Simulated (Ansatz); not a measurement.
ClGaH, SMILES [Cl][GaH]: an atomisation energy, run with Ansatz's Python interface.

Script `run_tae.py`:
```python
"""Energy to split ClGaH into its atoms."""

from collections import Counter
from dataclasses import dataclass

import ansatz as az
from ase import Atoms


@dataclass
class Options:
    basis_set: str = "def2-SVP"
    functional: str = "pbe"


settings = Options()


def single_point(molecule, charge=0, unpaired=0):
    calc = (
        molecule.calculation()
        .basis(gaussian=settings.basis_set)
        .functional(settings.functional)
        .scf(lower_state_search="light")
    )
    if charge:
        calc = calc.charge(charge)
    if unpaired:
        calc = calc.spin("collinear", total=unpaired)
    report = calc.run(threads=1, pin="off").report
    if report["published_state_doubts"]:
        print("  doubts:", report["published_state_doubts"])
    return report["free_energy_ev"]


def main() -> None:
    atoms = Atoms(["Cl", "Ga", "H"], positions=[
        (1.7197, -0.4671, 0.8819),
        (-0.2454, -0.0726, -0.1393),
        (-1.4852, 0.4749, -0.7559),
    ])
    molecule = az.Crystal.molecule_from_ase(atoms)

    # Hund ground states
    unpaired = {"Cl": 1, "Ga": 1, "H": 1}
    counts = Counter(site.symbol for site in molecule.cartesian_sites)
    atom_energy = {s: single_point(az.Crystal.molecule().atom(s, (0, 0, 0)), 0, unpaired[s]) for s in counts}
    whole = single_point(molecule, 0, 1)
    for s, e in atom_energy.items():
        print(f"{s:2s} x{counts[s]}  {e:14.5f} eV")
    print(f"ClGaH: {whole:.5f} eV")
    split = sum(counts[s] * e for s, e in atom_energy.items()) - whole
    print(f"atomisation energy (no zero-point term): {96.485332 * split:.1f} kJ/mol, {split / sum(counts.values()):.3f} eV an atom")


if __name__ == "__main__":
    main()
```

What does it cost to take this molecule apart into atoms?

487.9 kJ/mol from the electronic energies, without the zero-point term.

The output:

```console
$ python run_tae.py
Cl x1    -12511.71430 eV
Ga x1    -52361.99712 eV
H  x1       -13.56840 eV
ClGaH: -64892.33618 eV
atomisation energy (no zero-point term): 487.9 kJ/mol, 1.685 eV an atom
```

The settings weren't tested for convergence. The geometry is a force-field or estimated start, not a minimum of this method, and the basis set is short of its limit. All parts are taken at fixed geometry, without zero-point energy. The species is open-shell (spin multiplicity 2). This functional overbinds, so such energies come out a few per cent too high (LDA far more). It ran for 4.8 s on 1 thread of Arm Neoverse V2, with other jobs on the host, peak memory 0.19 GiB.

(Lines on the test bed's own set-up are left out of the output.)
